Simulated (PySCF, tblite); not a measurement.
# C₁₃H₆S₅: electronic excitations, NMR shifts

Aim: compute the electronic excitations, NMR shifts of C₁₃H₆S₅ (`Cc1cc2sc3c(sc4c5sccc5sc43)c2s1`).

Programs: tblite 0.8.0 and PySCF 2.14.0, with routines of our own; each step states its level. All values are computed. Atoms count from 0.

## (1) The system as given

24 atoms, charge 0, multiplicity 1; geometry from: force field, distance geometry or constructed start.

## (2) Relaxing the molecule with GFN2-xTB

Job settings and geometry (Å):

```
{"job": {"kind": "relax", "xc": "GFN2-xTB", "basis": "xTB"}, "charge": 0, "multiplicity": 1}
C     -5.538800    -0.465400    -0.474100
C     -4.126200    -0.144700    -0.140100
C     -3.658800     0.740800     0.833500
C     -2.243700     0.764900     0.841200
S     -0.858600     1.486600     1.636700
C      0.251300     0.645400     0.712900
C     -0.387900    -0.173200    -0.177500
S      0.731900    -1.030000    -1.107600
C      2.040100    -0.308700    -0.324600
C      3.391900    -0.388300    -0.414400
S      4.289200    -1.349300    -1.464100
C      5.720400    -0.681200    -0.739700
C      5.490000     0.248500     0.273000
C      4.096600     0.416900     0.453600
S      2.899500     1.289100     1.401200
C      1.599300     0.573400     0.638600
C     -1.746600    -0.106300    -0.096800
S     -2.864800    -0.961500    -1.018600
H     -5.757100    -0.215200    -1.515400
H     -5.750200    -1.525400    -0.309400
H     -6.234500     0.116000     0.156200
H     -4.302900     1.336000     1.476600
H      6.686300    -1.011200    -1.101600
H      6.266400     0.754500     0.819300
```

Run with:

```console
OMP_NUM_THREADS=1 python large_run.py task.json out
```

One launch serves the whole session: the jobs run in the order shown.

Output:

```text
step      E/eV     max force
  0   -1281.61812    3.200
  1   -1282.08716    1.710
  2   -1282.33197    0.544
  3   -1282.36741    0.481
  4   -1282.40613    0.506
  5   -1282.43200    0.345
  6   -1282.44797    0.253
  7   -1282.45939    0.209
  8   -1282.47029    0.301
  9   -1282.47942    0.277
 10   -1282.48639    0.210
 11   -1282.49351    0.191
 12   -1282.50229    0.221
 13   -1282.51179    0.221
 14   -1282.52043    0.180
 15   -1282.52747    0.203
 16   -1282.53348    0.177
 17   -1282.53915    0.150
 18   -1282.54464    0.171
 19   -1282.55042    0.186
 20   -1282.55756    0.223
 21   -1282.56674    0.215
 22   -1282.57749    0.211
 23   -1282.58801    0.201
 24   -1282.59604    0.166
 25   -1282.60115    0.142
 26   -1282.60439    0.107
 27   -1282.60653    0.098
 28   -1282.60827    0.107
 29   -1282.60997    0.094
 30   -1282.61129    0.071
 31   -1282.61200    0.051
 32   -1282.61231    0.043
 33   -1282.61249    0.036
 34   -1282.61262    0.032
 35   -1282.61272    0.031
 36   -1282.61282    0.030
 37   -1282.61297    0.029
 38   -1282.61313    0.024
 39   -1282.61325    0.020
```

Wall time 1.7 s (1 thread of Arm Neoverse N1, shared host); peak memory 0.18 GiB.

Step by step:

```
step  energy from step 0 (eV)  largest force (eV/Å)
   0                   0.0000                3.2001
   1                  -0.4690                1.7093
   2                  -0.7138                0.5447
   3                  -0.7493                0.4814
   4                  -0.7880                0.5057
   5                  -0.8139                0.3448
   6                  -0.8298                0.2532
   7                  -0.8413                0.2087
   8                  -0.8522                0.3008
  10                  -0.8683                0.2103
  12                  -0.8842                0.2205
  15                  -0.9093                0.2028
  17                  -0.9210                0.1501
  20                  -0.9394                0.2233
  22                  -0.9594                0.2117
  25                  -0.9830                0.1421
  27                  -0.9884                0.0977
  30                  -0.9932                0.0710
  32                  -0.9942                0.0425
  35                  -0.9946                0.0306
  36                  -0.9947                0.0302
  37                  -0.9948                0.0285
  38                  -0.9950                0.0243
  39                  -0.9951                0.0193
```

Distances of close pairs at the start and the end, largest changes first:

```
   bond  before (Å)  after (Å)  change (Å)
S14–C15       1.669      1.738      +0.069
  S4–C5       1.671      1.738      +0.067
  S7–C8       1.687      1.738      +0.052
 C5–C15       1.352      1.403      +0.051
  C6–S7       1.689      1.738      +0.049
  C8–C9       1.357      1.404      +0.047
C16–S17       1.683      1.726      +0.043
 C9–S10       1.682      1.725      +0.043
```

The final coordinates are the input of the step that follows.

## (3) Electronic excitations: TDA CAM-B3LYP/def2-SVP

Job settings and geometry (Å):

```
{"job": {"kind": "uv", "basis": "def2-SVP", "grid": 1, "kgrid": 0, "vcut": 1.5, "nstates": 6, "ntriplets": 2, "tda": true, "delta": [], "pop": true, "xc": "CAM-B3LYP"}, "charge": 0, "multiplicity": 1}
C     -5.695834    -0.318986    -0.316236
C     -4.239548    -0.117920    -0.102207
C     -3.625492     0.705270     0.790157
C     -2.221620     0.627327     0.701226
S     -0.917752     1.409737     1.547101
C      0.228842     0.526428     0.584460
C     -0.375934    -0.325943    -0.339634
S      0.769605    -1.209784    -1.302661
C      2.070976    -0.427277    -0.456385
C      3.472378    -0.482396    -0.519161
S      4.649829    -1.334938    -1.448062
C      5.924875    -0.538903    -0.585916
C      5.484706     0.330636     0.359737
C      4.077855     0.367491     0.403071
S      2.928110     1.250980     1.365623
C      1.628730     0.468211     0.517599
C     -1.775923    -0.264348    -0.268799
S     -3.100226    -1.015992    -1.081227
H     -5.971298    -0.068085    -1.340551
H     -5.967606    -1.361073    -0.148415
H     -6.262664     0.308961     0.366892
H     -4.150325     1.339467     1.480734
H      6.938816    -0.773659    -0.843363
H      6.122462     0.916654     0.994834
```

With the program's defaults for keys left out, this is: TDA CAM-B3LYP/def2-SVP, vertical, gas phase, core orbitals frozen in the response, virtual orbitals cut by energy.

Output:

```text
start: PBE on a coarse grid of 24921 points
cycle   1  E = -2487.0469726854  dE =  3.478e+00  |g| = 6.857e-01  |ddm| = 7.383e+00
cycle   2  E = -2486.7104334855  dE =  3.365e-01  |g| = 1.279e+00  |ddm| = 2.486e+00
cycle   3  E = -2487.1618976414  dE = -4.515e-01  |g| = 2.253e-01  |ddm| = 1.993e+00
cycle   4  E = -2487.1740863716  dE = -1.219e-02  |g| = 1.049e-01  |ddm| = 4.539e-01
cycle   5  E = -2487.1769386148  dE = -2.852e-03  |g| = 4.176e-02  |ddm| = 1.905e-01
cycle   6  E = -2487.1773726518  dE = -4.340e-04  |g| = 1.723e-02  |ddm| = 6.513e-02
cycle   7  E = -2487.1774342369  dE = -6.159e-05  |g| = 8.130e-03  |ddm| = 2.897e-02
final grid: 106388 points
cycle   8  E = -2488.7090687114  dE = -1.339e-02  |g| = 4.543e-02  |ddm| = 6.975e-01
cycle   9  E = -2488.7095280257  dE = -4.593e-04  |g| = 4.442e-02  |ddm| = 1.517e-01
cycle  10  E = -2488.7100620269  dE = -5.340e-04  |g| = 1.143e-02  |ddm| = 7.309e-02
cycle  11  E = -2488.7101063144  dE = -4.429e-05  |g| = 7.073e-03  |ddm| = 2.833e-02
cycle  12  E = -2488.7101236608  dE = -1.735e-05  |g| = 1.092e-03  |ddm| = 1.084e-02
cycle  13  E = -2488.7101218538  dE =  1.807e-06  |g| = 4.380e-04  |ddm| = 3.301e-03
cycle  14  E = -2488.7101169338  dE =  4.920e-06  |g| = 2.145e-04  |ddm| = 1.251e-03
cycle  15  E = -2488.7101200318  dE = -3.098e-06  |g| = 5.948e-05  |ddm| = 3.996e-04
converged SCF energy = -2488.7101200318

Static polarisability (au): isotropic 228.258, principal 91.983 205.386 387.406

Singlet excitations
state   eV       nm        f      main configurations
  1   3.9807    311.5   1.15785   H->L 0.94
  2   4.6880    264.5   0.21744   H-1->L 0.91
  3   5.1740    239.6   0.00046   H-2->L 0.84
  4   5.3529    231.6   0.00008   H->L+2 0.87
  5   5.3586    231.4   0.02173   H->L+1 0.88
  6   5.4162    228.9   0.00001   H->L+3 0.86

Triplet excitations (Tamm-Dancoff, eV): 2.5462 3.5143
```

Wall time 2.9 min (1 thread of Arm Neoverse N1, shared host); peak memory 0.62 GiB.

The orbitals next to the gap, with their largest atomic shares:

```
orbital     eV                         atoms
 HOMO−4  -8.84   S7 19 %, S17 19 %, S10 18 %
 HOMO−3  -8.31    C11 15 %, C9 14 %, C1 14 %
 HOMO−2  -7.91  S17 18 %, S10 17 %, S14 17 %
 HOMO−1  -7.28    S7 23 %, S4 20 %, S14 19 %
   HOMO  -6.49     C8 11 %, C1 11 %, C3 10 %
   LUMO  -0.46      C11 10 %, C1 9 %, C6 8 %
 LUMO+1   1.03   C11 13 %, C1 13 %, C16 10 %
 LUMO+2   1.76   S7 26 %, S17 17 %, S14 10 %
 LUMO+3   1.80    S4 24 %, S14 17 %, S10 9 %
```

With each of the 6 states as a Gaussian band of 0.4 eV half-width at 1/e, the curve within the window shown has maxima at 311 nm (ε 47,000) L/(mol cm). Beyond the last state computed it falls off for lack of states. The curve at chosen wavelengths:

(nm, ε (L/mol/cm)): (217, 412), (223, 763), (229, 1197), (235, 1865), (241, 3059), (247, 4895), (253, 7088), (259, 9176), (265, 11053), (271, 13259), (277, 16703), (283, 22000), (289, 28922), (294, 35136), (300, 41757), (306, 46079), (312, 47240), (318, 45198), (324, 40599), (330, 34449), (336, 27774), (342, 21394), (348, 15824), (354, 11288), (360, 7798), (366, 5236)

Leading natural transition orbitals of singlet state 1: the hole lies on 5 C atoms about 10 % each; C11, C13, C15 about 8 % each; C16 7 %; the particle on 6 C atoms about 8 % each; C5, C15 about 7 % each; S4, S7, S14 about 6 % each.

Ground-state properties from the same run:

```
           property  computed
  dipole moment (D)      0.88
polarisability (Å³)     33.82
 HOMO–LUMO gap (eV)      6.02
      −ε(HOMO) (eV)      6.49
```

Orbitals, density, ELF and potential are computed afterwards from the orbital file.

Frontier orbitals at CAM-B3LYP/def2-SVP, with the share of their density that lies nearest to each atom:

```
orbital  energy (eV)                                                           lies on
   HOMO        -6.49  5 C atoms about 10 % each; C11, C13, C15 about 8 % each; C16 6 %
   LUMO        -0.46                  6 C atoms about 8 % each; C5, C15 about 6 % each
```

ELF in a plane through or near 22 of the atoms.

Ten even steps from ' ' (0.00) to '@' (1.00):
```
                                                        
                              ..                        
                ::++==    ..++**==                      
                ==%%##::  ::##@@**    ====              
        ::==    ++@@%%--  --%%####    @@@@::            
      ..@@@@::  ++::::--  ::--**++..::@@@@--            
      ==@@@@**..++==--++::++**==%%====@@@@..  ::        
      ..@@@@****##**##==%%::%%==**::**::==  @@@@==      
        ==##--%%::======%%##--  ==::**----::@@@@%%      
        ..**::##----==++++++%%::%%**--%%==++@@@@##      
    ..##**==##..##====++..++--%%==++::..++--++##..      
    ##@@@@##++..::====::==##::%%::%%++####::----        
    %%@@@@--%%==%%++**%%==%%##******==%%--==**--        
    ==@@##--++****::..**++::==  ::==++**  ::--..        
      ++  ..++##++..  ++..--==  ..##**##                
          ..%%@@##..  ++@@%%==  ..##%%**                
          ..**%%**    --####--    ==**--                
            --**--    ..==--..    ..::                  
                                                        
                                                        
```
The map spans 19.1 Å across and 9.3 Å up, centred on the molecule. Atoms in the plane (x, y in Å): C0 (5.7, -0.5), C1 (4.2, -0.2), C2 (3.6, 1.0), C3 (2.2, 0.9), S4 (0.9, 2.1), C5 (-0.2, 0.8), C6 (0.4, -0.5), S7 (-0.8, -1.8), C8 (-2.1, -0.6), C9 (-3.5, -0.7), S10 (-4.7, -1.9), C11 (-5.9, -0.7), C12 (-5.5, 0.5), C13 (-4.1, 0.6), S14 (-2.9, 1.9), C15 (-1.6, 0.7), C16 (1.8, -0.4), S17 (3.1, -1.5), H20 (6.3, 0.4), H21 (4.2, 1.9), H22 (-7.0, -1.1), H23 (-6.1, 1.4).

log10 of the density (e/Å³) in the same plane.

Ten even steps from '0' (-4.0) to '9' (2.0):
```
0000000000000011100000000000
0000000012210123210000000000
0000000134331344421110000000
0000111245532455532331000000
0001232356643466543442100000
0002444457754569655653210000
0013565568765668666763321000
0013576666666766677754443100
0013568786687965677765653100
0013567676676776766766764100
0024676577775697866777753100
0135696578776687766667753100
0135666666666666668656653100
0034556965569754569645542000
0023446964457653466543331000
0001245654356543355432210000
0000234543244432244321100000
0000123432133321123210000000
0000012220011110001000000000
0000000000000000000000000000
```
The map spans 19.1 Å across and 9.3 Å up, centred on the molecule. Atoms in the plane (x, y in Å): C0 (5.7, -0.5), C1 (4.2, -0.2), C2 (3.6, 1.0), C3 (2.2, 0.9), S4 (0.9, 2.1), C5 (-0.2, 0.8), C6 (0.4, -0.5), S7 (-0.8, -1.8), C8 (-2.1, -0.6), C9 (-3.5, -0.7), S10 (-4.7, -1.9), C11 (-5.9, -0.7), C12 (-5.5, 0.5), C13 (-4.1, 0.6), S14 (-2.9, 1.9), C15 (-1.6, 0.7), C16 (1.8, -0.4), S17 (3.1, -1.5), H20 (6.3, 0.4), H21 (4.2, 1.9), H22 (-7.0, -1.1), H23 (-6.1, 1.4).

On the surface of density 0.002 e/bohr³ the electrostatic potential runs, from the 1st to the 99th percentile, from -0.50 V near S4 to 1.11 V near H22.

## (4) NMR shifts: GIAO KT3/pcSseg-1

The job, as its differences from that of step 3:

```diff
@@ -1,2 +1,2 @@
-{"job": {"kind": "uv", "basis": "def2-SVP", "grid": 1, "kgrid": 0, "vcut": 1.5, "nstates": 6, "ntriplets": 2, "tda": true, "delta": [], "pop": true, "xc": "CAM-B3LYP"}, "charge": 0, "multiplicity": 1}
+{"job": {"kind": "nmr", "xc": "KT3", "basis": "pcSseg-1", "pop": false}, "charge": 0, "multiplicity": 1}
 C     -5.695834    -0.318986    -0.316236
```

Method: GIAO KT3/pcSseg-1 NMR shielding, non-relativistic, gas phase.

Output:

```text
start: PBE on a coarse grid of 24921 points
cycle   1  E = -2488.0621662241  dE =  3.641e+00  |g| = 7.352e-01  |ddm| = 6.799e+00
cycle   2  E = -2487.6888703312  dE =  3.733e-01  |g| = 1.366e+00  |ddm| = 2.576e+00
cycle   3  E = -2488.1837631047  dE = -4.949e-01  |g| = 2.474e-01  |ddm| = 2.061e+00
cycle   4  E = -2488.1983157814  dE = -1.455e-02  |g| = 1.079e-01  |ddm| = 4.403e-01
cycle   5  E = -2488.2011606734  dE = -2.845e-03  |g| = 4.674e-02  |ddm| = 1.845e-01
cycle   6  E = -2488.2017001176  dE = -5.394e-04  |g| = 1.712e-02  |ddm| = 6.567e-02
cycle   7  E = -2488.2017571212  dE = -5.700e-05  |g| = 8.833e-03  |ddm| = 2.855e-02
final grid: 217932 points
cycle   8  E = -2512.2742251258  dE = -5.489e-02  |g| = 2.829e-01  |ddm| = 8.354e-01
cycle   9  E = -2512.2685515832  dE =  5.674e-03  |g| = 2.344e-01  |ddm| = 3.964e-01
cycle  10  E = -2512.2708464795  dE = -2.295e-03  |g| = 1.750e-01  |ddm| = 4.615e-01
cycle  11  E = -2512.2791984139  dE = -8.352e-03  |g| = 4.141e-02  |ddm| = 2.758e-01
cycle  12  E = -2512.2797199587  dE = -5.215e-04  |g| = 9.047e-03  |ddm| = 6.402e-02
cycle  13  E = -2512.2797430545  dE = -2.310e-05  |g| = 1.690e-03  |ddm| = 1.725e-02
cycle  14  E = -2512.2797439302  dE = -8.757e-07  |g| = 1.450e-03  |ddm| = 4.255e-03
cycle  15  E = -2512.2797455849  dE = -1.655e-06  |g| = 3.611e-04  |ddm| = 2.451e-03
cycle  16  E = -2512.2797429954  dE =  2.590e-06  |g| = 8.928e-05  |ddm| = 5.208e-04
converged SCF energy = -2512.2797429954

GIAO shielding tensors (ppm)
atom      isotropic    diamagn.    paramagn.     s11        s22        s33       span
  0 C      164.064     240.256     -76.193    149.307    154.447    188.437     39.130
  1 C       47.032     276.254    -229.222    -15.312     46.234    110.174    125.487
  2 C       72.315     247.905    -175.590      7.476     70.222    139.247    131.771
  3 C       52.193     263.650    -211.457     12.884     50.405     93.289     80.405
  4 S      371.488    1059.854    -688.366    221.602    423.012    469.851    248.249
  5 C       57.437     260.153    -202.716     20.299     50.282    101.729     81.430
  6 C       58.716     259.627    -200.911     20.006     54.603    101.539     81.533
  7 S      376.101    1060.168    -684.067    222.619    429.599    476.084    253.464
  8 C       59.549     260.985    -201.437     20.871     55.387    102.388     81.517
  9 C       58.219     258.185    -199.967     16.937     41.695    116.025     99.088
 10 S      351.583    1060.480    -708.896    217.069    375.550    462.131    245.062
 11 C       66.218     270.619    -204.401     -5.708     74.953    129.409    135.117
 12 C       71.083     244.176    -173.093      2.003     58.515    152.731    150.728
 13 C       51.193     264.494    -213.301     10.989     47.794     94.794     83.805
 14 S      372.360    1059.400    -687.040    215.542    426.152    475.385    259.843
 15 C       55.973     258.135    -202.163     18.615     49.342     99.961     81.346
 16 C       58.402     258.772    -200.370     14.574     48.610    112.022     97.448
 17 S      342.894    1063.478    -720.584    193.794    393.488    441.399    247.605
 18 H       28.899      25.124       3.774     23.716     27.427     35.553     11.837
 19 H       28.899      25.100       3.799     23.718     27.425     35.554     11.835
 20 H       29.181      24.640       4.540     24.087     28.112     35.344     11.257
 21 H       24.927      34.194      -9.267     20.694     26.926     27.161      6.467
 22 H       24.880      29.439      -4.559     20.941     24.927     28.772      7.831
 23 H       24.645      29.594      -4.949     20.267     26.152     27.517      7.250
```

Wall time 54 s (1 thread of Arm Neoverse N1, shared host); peak memory 0.6 GiB.

The references, computed at this level on geometries of the same kind, shield at (ppm): ¹H TMS 31.76, ¹³C TMS 184.7. Their shielding less the atom's gives the shift. The references are single molecules in the gas phase. Atoms listed in one row are averaged.

```
        atoms                                          environment  σ (ppm)  δ (ppm)
           C1  substituted aromatic carbon next to the ring sulfur     47.0    137.7
          C13                          ring-fusion aromatic carbon     51.2    133.5
           C3                          ring-fusion aromatic carbon     52.2    132.5
          C15                          ring-fusion aromatic carbon     56.0    128.7
           C5                          ring-fusion aromatic carbon     57.4    127.3
           C9                          ring-fusion aromatic carbon     58.2    126.5
          C16                          ring-fusion aromatic carbon     58.4    126.3
           C6                          ring-fusion aromatic carbon     58.7    126.0
           C8                          ring-fusion aromatic carbon     59.5    125.2
          C11                  aromatic CH next to the ring sulfur     66.2    118.5
          C12                                          aromatic CH     71.1    113.6
           C2                                          aromatic CH     72.3    112.4
           C0                    methyl carbon on an aromatic ring    164.1     20.7
          H23                           hydrogen on an aromatic CH    24.65     7.11
          H22   hydrogen on an aromatic CH next to the ring sulfur    24.88     6.88
          H21                           hydrogen on an aromatic CH    24.93     6.83
H18, H19, H20      hydrogen on a methyl carbon on an aromatic ring    28.99     2.77
          S17                                 aromatic ring sulfur      343        –
          S10                                 aromatic ring sulfur      352        –
           S4                                 aromatic ring sulfur      371        –
          S14                                 aromatic ring sulfur      372        –
           S7                                 aromatic ring sulfur      376        –
```

Ring of atoms C1, C2, C3, C16, S17: NICS(0) -10.3, NICS(1) -8.4, NICS(1)zz -17.0 ppm (means of both faces).

Ring of atoms C3, S4, C5, C6, C16: NICS(0) -9.7, NICS(1) -7.9, NICS(1)zz -14.9 ppm (means of both faces).

Ring of atoms C5, C6, S7, C8, C15: NICS(0) -9.6, NICS(1) -7.6, NICS(1)zz -13.9 ppm (means of both faces).

## (5) Results

| quantity | value |
| --- | --- |
| lowest singlet (CAM-B3LYP/def2-SVP) | 3.98 eV (311 nm), f = 1.158 |
| lowest triplet | 2.55 eV |
| surface potential, 1st and 99th percentile | -0.50 V and 1.11 V |
| ¹³C shifts against TMS (KT3/pcSseg-1) | 137.7, 133.5, 132.5, 128.7, 127.3, 126.5, 126.3, 126.0, 125.2, 118.5, 113.6, 112.4, 20.7 ppm |
| ¹H shifts against TMS (KT3/pcSseg-1, means over atoms taken as alike) | 7.11, 6.88, 6.83, 2.77 ppm |
| shieldings of S (KT3/pcSseg-1) | S17 342.9, S10 351.6, S4 371.5, S14 372.4, S7 376.1 ppm |

What this shows: The lowest singlet, at 3.98 eV, is HOMO→LUMO 0.94 and is bright. The lowest triplet lies 1.43 eV below the lowest singlet. At CAM-B3LYP/def2-SVP, counted by nearest atom on the grid, the HOMO lies on 5 C atoms about 10 % each; C11, C13, C15 about 8 % each, the LUMO on 6 C atoms about 8 % each; C5, C15 about 6 % each. NICS(1)zz of -17 ppm above the planar ring from C1 marks a diatropic (aromatic) ring current.
